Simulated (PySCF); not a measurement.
# C13H13N: the cost of one run

The runs use PySCF 2.14.0, with density-fitted response routines of our own; the level of theory stands in each step. All values are computed, except where a source is named. Atoms are numbered from 0 throughout.

## Step 1: The starting structure

27 atoms, charge 0, multiplicity 1; geometry from: GFN2-xTB.

Bonds of the start (Å): C0–C1 1.48, C1–N2 1.28, N2–C3 1.40, C3–C4 1.38, C4–C5 1.39, C5–C6 1.39, C6–C7 1.39, C7–C8 1.38, C8–C9 1.50, C9–C10 1.55, C10–C11 1.50, C11–C12 1.32, C12–C13 1.50, C9–C1 1.53, C8–C3 1.40, C13–C9 1.55, C0–H14 1.09, C0–H15 1.09, C0–H16 1.09, C4–H17 1.08, C5–H18 1.08, C6–H19 1.08, C7–H20 1.08, C10–H21 1.09, C10–H22 1.09, C11–H23 1.08, C12–H24 1.08, C13–H25 1.09, C13–H26 1.09.

## Step 2: Geometry optimisation at PBE0-D3(BJ)/def2-SVP

What the job is given:

```
{"job": {"xc": "PBE0", "basis": "def2-SVP", "d3": "d3bj", "grid": 1, "kind": "geom"}, "charge": 0, "multiplicity": 1}
C     -1.741560     1.890540     1.514640
C     -0.614430     1.090390     0.982970
N      0.580980     1.201110     1.422760
C      1.388950     0.313300     0.705710
C      2.747140     0.109080     0.851210
C      3.350230    -0.830220     0.027230
C      2.615190    -1.541640    -0.908110
C      1.248460    -1.332780    -1.054470
C      0.641640    -0.401160    -0.245190
C     -0.778390     0.068180    -0.137500
C     -1.794210    -1.037690     0.230170
C     -3.007700    -0.699860    -0.580120
C     -2.764730     0.242400    -1.473130
C     -1.343120     0.711680    -1.427760
H     -2.193910     2.484450     0.726090
H     -2.516930     1.231740     1.913320
H     -1.382770     2.548700     2.300830
H      3.312190     0.664510     1.582620
H      4.411560    -1.011430     0.116210
H      3.111170    -2.269630    -1.533760
H      0.683110    -1.891450    -1.787680
H     -1.996040    -1.065260     1.302630
H     -1.408740    -2.021460    -0.053790
H     -3.940230    -1.215560    -0.429450
H     -3.461290     0.641810    -2.189740
H     -1.257250     1.799830    -1.412710
H     -0.796150     0.354220    -2.305300
```

Q: Estimate the wall time of this first job on 8 threads of Intel Xeon 6975P-C (Granite Rapids), shared host.

About 2.4 min.
